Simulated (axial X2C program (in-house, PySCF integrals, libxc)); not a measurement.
# FMoF⁻: bond lengths and stretches, held linear

Aim: the two bond lengths and stretching wavenumbers of linear FMoF⁻, with and without spin–orbit coupling, at PBE0, HF, BHandHLYP, MP2.

Method: all-electron X2C, two-component (2c) or spin-free, F dyall-av3z, Mo dyall-v3z; program: an in-house X2C program for linear molecules on PySCF integrals.

All values are calculated.

2 further runs of the same task are left out: 2 set aside as unsound or not needed.

**1. Set-up**

task.json

```json
{"zs": [9, 42, 9], "q": -1, "bas": ["dyall-av3z", "dyall-v3z", "dyall-av3z"], "r0": [2.02, 2.02], "symm": 1, "scan": ["PBE0", "HF", "BHandHLYP"], "levels": ["PBE0", "HF", "LDA"], "nst": 2}
```

Keys: zs atomic numbers; q charge; bas basis sets; r0 starting distance in Å; symm equal bonds; scan levels of the two-bond scan (MP2 follows by itself at each HF point); levels methods; nst determinants followed.

Command:

```
> python solin.py task.json out
```

Masses F 18.998, Mo 97.905, F 18.998 u.

**2. Scan at PBE0, 2c**

State: Ω = 5/2 (beyond evenly filled blocks: ω = 5/2). Energies above the lowest point, from the job's result record:

```csv
r(F–Mo) (Å),r(Mo–F) (Å),E (meV)
1.9861,1.9861,39.52
1.9861,2.0370,16.86
1.9861,2.0879,29.26
2.0370,1.9861,16.86
2.0370,2.0370,0.00
2.0370,2.0879,17.61
2.0370,2.1389,61.51
2.0879,1.9861,29.26
2.0879,2.0370,17.61
2.0879,2.0879,39.89
2.1389,2.0370,61.51
2.1389,2.1389,139.95
```

A quadratic surface with cubic terms in each bond gives the minimum at 2.035 and 2.035 Å, force constants 2.13, 2.13 and coupling 0.29 mdyn/Å.

**3. Scan at HF, 2c**

State: Ω = 5/2 (beyond evenly filled blocks: ω = 5/2). Energies above the lowest point, from the job's result record:

```csv
r(F–Mo) (Å),r(Mo–F) (Å),E (meV)
1.9861,1.9861,89.45
1.9861,2.0370,43.03
1.9861,2.0879,35.75
2.0370,1.9861,43.03
2.0370,2.0370,2.23
2.0370,2.0879,0.00
2.0370,2.1389,27.43
2.0879,1.9861,35.75
2.0879,2.0370,0.00
2.0879,2.0879,2.30
2.1389,2.0370,27.43
2.1389,2.1389,69.05
```

A quadratic surface with cubic terms in each bond gives the minimum at 2.062 and 2.062 Å, force constants 2.09, 2.09 and coupling 0.28 mdyn/Å.

**4. Scan at BHandHLYP, 2c**

State: Ω = 5/2 (beyond evenly filled blocks: ω = 5/2). Energies above the lowest point, from the job's result record:

| r(F–Mo) (Å) | r(Mo–F) (Å) | E (meV) |
| --- | --- | --- |
| 1.9861 | 1.9861 | 47.27 |
| 1.9861 | 2.0370 | 21.02 |
| 1.9861 | 2.0879 | 30.98 |
| 2.0370 | 1.9861 | 21.02 |
| 2.0370 | 2.0370 | 0.00 |
| 2.0370 | 2.0879 | 14.80 |
| 2.0370 | 2.1389 | 57.04 |
| 2.0879 | 1.9861 | 30.98 |
| 2.0879 | 2.0370 | 14.80 |
| 2.0879 | 2.0879 | 34.00 |
| 2.1389 | 2.0370 | 57.04 |
| 2.1389 | 2.1389 | 130.15 |

A quadratic surface with cubic terms in each bond gives the minimum at 2.039 and 2.039 Å, force constants 2.17, 2.17 and coupling 0.27 mdyn/Å.

**5. Comparison**

| level | r(F–Mo) (Å) | r(Mo–F) (Å) | lower stretch (cm⁻¹) | upper stretch (cm⁻¹) |
| --- | --- | --- | --- | --- |
| PBE0, 2c | 2.035 | 2.035 | 465.0 | 477.7 |
| HF, 2c | 2.062 | 2.062 | 460.8 | 474.3 |
| BHandHLYP, 2c | 2.039 | 2.039 | 467.3 | 485.5 |
| MP2, 2c | 2.046 | 2.046 | 464.1 | 474.0 |
| PBE0, spin-free | 2.035 | 2.035 | 465.5 | 477.6 |
| HF, spin-free | 2.062 | 2.062 | 461.1 | 474.4 |
| BHandHLYP, spin-free | 2.040 | 2.040 | 469.2 | 485.0 |
| MP2, spin-free | 2.047 | 2.047 | 464.6 | 473.9 |

Scans not shown above were run alike.

In words: Over the levels the F–Mo bond spans 2.035 to 2.062 Å and the Mo–F bond 2.035 to 2.062 Å. At PBE0 spin–orbit coupling leaves both bonds unchanged to 0.001 Å. Each state is one determinant, the lowest of a limited PBE0 search; the stretches come from a fit to few points and are good to some per cent at best. The stretches are sorted by size, and where the two bonds are alike the symmetric and antisymmetric modes can swap order between levels. MP2 freezes inner shells (threshold -2 hartree). For an anion the highest level of a functional can be positive, and the basis then holds the extra electron. The molecule was held linear; bending was not examined, so a bent shape may lie lower. Note: several unpaired electrons, one determinant need not be a pure state.
